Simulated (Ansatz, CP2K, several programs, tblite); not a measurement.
Energy against volume for Cu2BeGeSe4 in the kesterite structure, at fixed shape and fractional coordinates, computed by several methods (PBE and r2SCAN, where shown, with plane waves in Ansatz); the cell shown is that of r2SCAN. With free coordinates or axes held, a curve is too stiff, and on another method's shape its minimum isn't the method's own volume. The symmetry is I-4 (No. 82, tetragonal); conventional cell a = 5.503 Å, c = 10.699 Å, 20.25 Å³ an atom. Around Cu lie 4 Se at 2.40 Å; around Be lie 4 Se at 2.24 Å; around Ge lie 4 Se at 2.41 Å; around Se lie 1 Be at 2.24 Å and 2 Cu at 2.40 Å and 1 Ge at 2.41 Å. The cell comes from a prototype generator: it can be a known phase or a hypothetical one. Spin polarisation is off. Energies count from each curve's lowest point; fits are third-order Birch-Murnaghan.

```
Cu Be Ge Se
1.0
    -2.75174    2.75174    5.34963
     2.75174   -2.75174    5.34963
     2.75174    2.75174   -5.34963
Cu Be Ge Se
2 1 1 4
Direct
  0.00000 0.00000 0.00000
  0.75000 0.25000 0.50000
  0.25000 0.75000 0.50000
  0.50000 0.50000 0.00000
  0.12991 0.63039 0.02362
  0.36961 0.39323 0.49952
  0.60677 0.10629 0.97638
  0.89371 0.87009 0.50048
```

Question: r2SCAN, on the shape of its own relaxed cell, gives

| V (Å³/atom) | E (meV/atom) |
| --- | --- |
| 19.039 | 18.69 |
| 19.646 | 4.39 |
| 20.254 | 0.00 |
| 20.861 | 3.96 |
| 21.469 | 14.96 |

What equilibrium volume and bulk modulus follow?

Answer: V₀ = 20.25 Å³ an atom and B₀ = 73 GPa.

GFN2-xTB (tblite), on the shape of the cell shown, as a cluster of 64 atoms at the zone centre:
```
V (Å³/atom)  E (meV/atom)
     17.823        228.44
     19.039        114.93
     20.254         46.67
     21.469         11.17
     22.684          0.00
```
The lowest point is an end point, so the minimum isn't bracketed.

Question: PBE, on the shape of its own relaxed cell, gives
```tsv
V (Å³/atom)	E (meV/atom)
19.603	17.04
20.228	4.00
20.854	0.00
21.480	3.60
22.105	13.60
```
What equilibrium volume and bulk modulus follow?

Answer: V₀ = 20.85 Å³ an atom and B₀ = 65 GPa.

PBE/DZVP (CP2K), on the shape of the cell shown:

| V (Å³/atom) | E (meV/atom) |
| --- | --- |
| 17.823 | 147.87 |
| 19.039 | 52.60 |
| 20.254 | 7.03 |
| 21.469 | 0.00 |
| 22.684 | 16.39 |

The points scatter about a smooth fit, so no fit is quoted.

light PBE (260 eV, its own mesh), on the shape of the cell shown:

| V (Å³/atom) | E (meV/atom) |
| --- | --- |
| 18.634 | 72.72 |
| 19.444 | 33.29 |
| 20.254 | 12.33 |
| 21.064 | 0.00 |
| 21.874 | 15.55 |
| 22.684 | 35.79 |

The points scatter about a smooth fit, as a low cutoff and a light mesh can make them, so no fit is quoted.
